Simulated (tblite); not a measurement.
# C4H7NS2Si: the cost of one run

Computed with tblite 0.8.0 and PySCF 2.14.0, with density-fitted response routines of our own, on a single molecule in the gas phase. Atoms are numbered from 0 throughout.

## (1) The starting structure

15 atoms, charge 0, multiplicity 1; geometry from: force field or distance geometry start.

Bonds of the start (Å): Si0–C1 1.84, C1–S2 1.83, S2–C3 1.75, C3–C4 1.43, C4–C5 1.38, C5–S6 1.71, S6–N7 1.65, N7–C3 1.33, Si0–H8 1.49, Si0–H9 1.49, Si0–H10 1.49, C1–H11 1.10, C1–H12 1.08, C4–H13 1.08, C5–H14 1.08.

## (2) Relaxing the molecule with GFN2-xTB

Job settings and geometry (Å):

```
{"job": {"kind": "relax", "xc": "GFN2-xTB", "basis": "xTB"}, "charge": 0, "multiplicity": 1}
Si    -3.192100     0.041800    -0.128600
C     -1.431400     0.564600    -0.100900
S     -0.376700    -0.927200     0.043700
C      1.227200    -0.220500     0.051000
C      2.391800    -1.044700     0.162000
C      3.522000    -0.258800     0.147200
S      3.053300     1.384900     0.026800
N      1.427300     1.089800    -0.009700
H     -3.584600    -0.682100     1.114000
H     -3.501100    -0.828400    -1.291800
H     -4.082300     1.237600    -0.236800
H     -1.245600     1.211600     0.767900
H     -1.178800     1.106900    -0.995600
H      2.404900    -2.123300     0.218700
H      4.561600    -0.544200     0.210000
```

Launch:

```bash
> OMP_NUM_THREADS=1 python probes_run.py task.json out
```

One launch serves the whole session: the jobs run in the order shown.

**Question.** How long does this first job take on 1 thread of Intel Xeon at 2.50GHz, shared host, and how much memory does it need?

About 1.4 s, with a peak of 0.18 GiB.
